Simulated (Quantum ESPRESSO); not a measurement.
# Ru (P6_3/mmc) in Quantum ESPRESSO: notebook

The runs below take Ru through single point, with LDA, PBEsol, PBE.

All numbers are computed with Quantum ESPRESSO 7.5; they aren't measurements. Logs are shortened: lines on timing, memory, paths and dates and some standing lists are left out, and cuts for length are marked.

### Step 1. Starting point

It takes space group P6_3/mmc (No. 194, hexagonal). Conventional cell: a = 2.660 Å, b = 2.660 Å, c = 4.300 Å, α = 90.00°, β = 90.00°, γ = 120.00°. Ru (site symmetry -6m2) has 12 Ru at 2.64 to 2.66 Å as nearest neighbours.

The cell was built by a generator and needn't be a form met in nature.

### Step 2. Single point, LDA

pw.in

```
&CONTROL
  calculation = 'scf'
  prefix = 'pwscf'
  outdir = './tmp'
  pseudo_dir = './pseudo'
  tprnfor = .true.
  tstress = .true.
  disk_io = 'nowf'
/
&SYSTEM
  ibrav = 0
  nat = 2
  ntyp = 1
  ecutwfc = 45
  ecutrho = 360
  nbnd = 24
  occupations = 'smearing'
  smearing = 'mp'
  degauss = 0.00734986
/
&ELECTRONS
  conv_thr = 4d-10
  electron_maxstep = 120
  mixing_beta = 0.5
/
ATOMIC_SPECIES
Ru   101.0700 ru_lda_v1.2.uspp.F.UPF
CELL_PARAMETERS angstrom
   2.6601874200    0.0000000000    0.0000000000
  -1.3300937100    2.3037898845    0.0000000000
   0.0000000000    0.0000000000    4.2996900000
ATOMIC_POSITIONS crystal
Ru     0.3333333333    0.6666666667    0.2500000000
Ru     0.6666666667    0.3333333333    0.7500000000
K_POINTS automatic
18 18 11 0 0 0
```

Potentials or basis: GBRV 1.5 LDA.

The run is started by

```sh
> OMP_NUM_THREADS=1 pw.x -in pw.in > pw.out
```

pw.out:

```text
This program is part of the open-source Quantum ESPRESSO suite
     for quantum simulation of materials; please cite
[... 9 lines left out ...]
     --------------------
     sticks:   dense  smooth     PW     G-vecs:    dense   smooth      PW
     Sum         637     313     97                20449     7307    1315

     Using Slab Decomposition

     bravais-lattice index     =            0
     lattice parameter (alat)  =       5.0270  a.u.
     unit-cell volume          =     177.8234 (a.u.)^3
     number of atoms/cell      =            2
     number of atomic types    =            1
     number of electrons       =        32.00
     number of Kohn-Sham states=           24
     kinetic-energy cutoff     =      45.0000  Ry
     charge density cutoff     =     360.0000  Ry
     scf convergence threshold =      4.0E-10
     mixing beta               =       0.5000
     number of iterations used =            8  plain     mixing
     Exchange-correlation= SLA  PZ   NOGX NOGC
                           (   1   1   0   0   0   0   0)

     celldm(1)=   5.027026  celldm(2)=   0.000000  celldm(3)=   0.000000
     celldm(4)=   0.000000  celldm(5)=   0.000000  celldm(6)=   0.000000

     crystal axes: (cart. coord. in units of alat)
               a(1) = (   1.000000   0.000000   0.000000 )
               a(2) = (  -0.500000   0.866025   0.000000 )
               a(3) = (   0.000000   0.000000   1.616311 )

     reciprocal axes: (cart. coord. in units 2 pi/alat)
               b(1) = (  1.000000  0.577350 -0.000000 )
               b(2) = (  0.000000  1.154701  0.000000 )
               b(3) = (  0.000000 -0.000000  0.618693 )

     PseudoPot. # 1 for Ru read from file:
     ru_lda_v1.2.uspp.F.UPF
     Pseudo is Ultrasoft + core correction, Zval = 16.0
     Generated by new atomic code, or converted to UPF format
     Using radial grid of  967 points,  6 beta functions with:
                l(1) =   0
                l(2) =   0
                l(3) =   1
                l(4) =   1
                l(5) =   2
                l(6) =   2
     Q(r) pseudized with  8 coefficients,  rinner =    1.300   1.300   1.300
                                                       1.300   1.300

     atomic species   valence    mass     pseudopotential
     Ru               16.00   101.07000     Ru( 1.00)

     24 Sym. Ops., with inversion, found (12 have fractional translation)

   Cartesian axes

     site n.     atom                  positions (alat units)
         1        Ru     tau(   1) = (  -0.0000000   0.5773503   0.4040777  )
         2        Ru     tau(   2) = (   0.5000000   0.2886751   1.2122332  )

     number of k points=   222  Methfessel-Paxton smearing, width (Ry)=  0.0073

     Number of k-points >= 100: set verbosity='high' to print them.

     Dense  grid:    20449 G-vectors     FFT dimensions: (  32,  32,  50)

     Smooth grid:     7307 G-vectors     FFT dimensions: (  24,  24,  36)

     Check: negative core charge=   -0.000001

     Initial potential from superposition of free atoms

     starting charge      30.0000, renormalised to      32.0000

     negative rho (up, down):  1.396E-01 0.000E+00
     Starting wfcs are   26 randomized atomic wfcs

     Self-consistent Calculation

     iteration #  1     ecut=    45.00 Ry     beta= 0.50
     Davidson diagonalization with overlap
     ethr =  1.00E-02,  avg # of iterations =  5.1

     negative rho (up, down):  1.374E-01 0.000E+00

     total energy              =    -388.30913780 Ry
     estimated scf accuracy    <       2.39851684 Ry

     iteration #  2     ecut=    45.00 Ry     beta= 0.50
     Davidson diagonalization with overlap
     ethr =  7.50E-03,  avg # of iterations =  2.0

     negative rho (up, down):  1.378E-01 0.000E+00

     total energy              =    -388.87332825 Ry
     estimated scf accuracy    <       0.02213583 Ry

     iteration #  3     ecut=    45.00 Ry     beta= 0.50
     Davidson diagonalization with overlap
     ethr =  6.92E-05,  avg # of iterations =  4.0

     negative rho (up, down):  1.367E-01 0.000E+00

     total energy              =    -388.87801765 Ry
     estimated scf accuracy    <       0.00043397 Ry

     iteration #  4     ecut=    45.00 Ry     beta= 0.50
     Davidson diagonalization with overlap
     ethr =  1.36E-06,  avg # of iterations =  4.7

     negative rho (up, down):  1.366E-01 0.000E+00

     total energy              =    -388.87808403 Ry
     estimated scf accuracy    <       0.00002965 Ry

     iteration #  5     ecut=    45.00 Ry     beta= 0.50
     Davidson diagonalization with overlap
     ethr =  9.27E-08,  avg # of iterations =  2.5

     negative rho (up, down):  1.363E-01 0.000E+00

     total energy              =    -388.87809270 Ry
     estimated scf accuracy    <       0.00000121 Ry

     iteration #  6     ecut=    45.00 Ry     beta= 0.50
     Davidson diagonalization with overlap
     ethr =  3.77E-09,  avg # of iterations =  2.4

     negative rho (up, down):  1.362E-01 0.000E+00

     total energy              =    -388.87809289 Ry
     estimated scf accuracy    <       0.00000003 Ry

     iteration #  7     ecut=    45.00 Ry     beta= 0.50
     Davidson diagonalization with overlap
     ethr =  9.18E-11,  avg # of iterations =  3.3

     negative rho (up, down):  1.362E-01 0.000E+00

     total energy              =    -388.87809290 Ry
     estimated scf accuracy    <          3.4E-09 Ry

     iteration #  8     ecut=    45.00 Ry     beta= 0.50
     Davidson diagonalization with overlap
     ethr =  1.08E-11,  avg # of iterations =  1.6

     negative rho (up, down):  1.362E-01 0.000E+00

     total energy              =    -388.87809290 Ry
     estimated scf accuracy    <          4.4E-10 Ry

     iteration #  9     ecut=    45.00 Ry     beta= 0.50
     Davidson diagonalization with overlap
     ethr =  1.37E-12,  avg # of iterations =  1.8

     negative rho (up, down):  1.362E-01 0.000E+00

     End of self-consistent calculation

     Number of k-points >= 100: set verbosity='high' to print the bands.

     the Fermi energy is    24.3259 ev

!    total energy              =    -388.87809290 Ry
     estimated scf accuracy    <          7.1E-12 Ry
     smearing contrib. (-TS)   =       0.00001936 Ry
     internal energy E=F+TS    =    -388.87811227 Ry

     The total energy is F=E-TS. E is the sum of the following terms:
     one-electron contribution =     -60.74323775 Ry
     hartree contribution      =      54.79331553 Ry
     xc contribution           =     -51.62086537 Ry
     ewald contribution        =    -331.30732467 Ry

     convergence has been achieved in   9 iterations

     negative rho (up, down):  1.362E-01 0.000E+00

     Forces acting on atoms (cartesian axes, Ry/au):

     atom    1 type  1   force =     0.00000000   -0.00000000    0.00000000
     atom    2 type  1   force =     0.00000000    0.00000000    0.00000000

     Total force =     0.000000     Total SCF correction =     0.000000

     Computing stress (Cartesian axis) and pressure

     negative rho (up, down):  1.362E-01 0.000E+00
          total   stress  (Ry/bohr**3)                   (kbar)     P=      -27.49
   0.00007449  -0.00000000   0.00000000           10.96       -0.00        0.00
  -0.00000000   0.00007449   0.00000000           -0.00       10.96        0.00
   0.00000000   0.00000000  -0.00070952            0.00        0.00     -104.37

=------------------------------------------------------------------------------=
   JOB DONE.
=------------------------------------------------------------------------------=
```

Run time: 42 s. Hardware: 1 thread of Intel Xeon 6975P-C (Granite Rapids), shared host; peak memory 0.18 GiB.

What came out:

```yaml
Free_energy: -5290.9560 eV
Pressure: -2.7 GPa
Band_gap_on_the_k_mesh: none (metal or under the smearing width)
```

[end of part 1 of 2]
